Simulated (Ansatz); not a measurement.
# Fe (bcc type): the cost of one run

Method: DFT PBE, with the methods named in each step, in Ansatz 0.2.0.

### 1 The structure to begin with

The structure is cubic, space group Im-3m (No. 229). Conventional cell: a = 2.833 Å, b = 2.833 Å, c = 2.833 Å, α = 90.00°, β = 90.00°, γ = 90.00°. Fe (site symmetry m-3m) is surrounded by 8 Fe at 2.45 Å.

As a file:

```xyz
1
Lattice="-1.4163 1.4163 1.4163 1.4163 -1.4163 1.4163 1.4163 1.4163 -1.4163" Properties=species:S:1:pos:R:3 pbc="T T T"
Fe    0.0000    0.0000    0.0000
```

Elk's input and logs are in atomic units (hartree, bohr).

### 2 Bulk cell relaxed, PAW

input.yaml reads:

```yaml
crystal:
  lattice:
    - [-1.4163059443, 1.4163059443, 1.4163059443]
    - [1.4163059443, -1.4163059443, 1.4163059443]
    - [1.4163059443, 1.4163059443, -1.4163059443]
  atoms:
    - { symbol: Fe, position: [0.0, 0.0, 0.0], spin: 2.5 }
magnetization:
  spin_polarized: true
kpoints:
  mp_grid: { grid: [21, 21, 21] }
scf:
  occupations: { method: fermi_dirac, width: 0.1 }
hamiltonian:
  xc: pbe
  pseudopotentials: { kind: paw }
output:
  forces: true
  stress: true
relax:
  f_tol: 0.005
  max_steps: 40
  cell: {}
```

Run with:

```sh
ansatz run input.yaml --threads 2 --pin off --max-ram 4096MiB --backend cpu --events-out ev --progress --plain --runs-dir out
```

Q: Estimate wall time and peak memory on 2 threads of Arm Neoverse V2, shared host.

About 10 s, with a peak of 0.35 GiB.
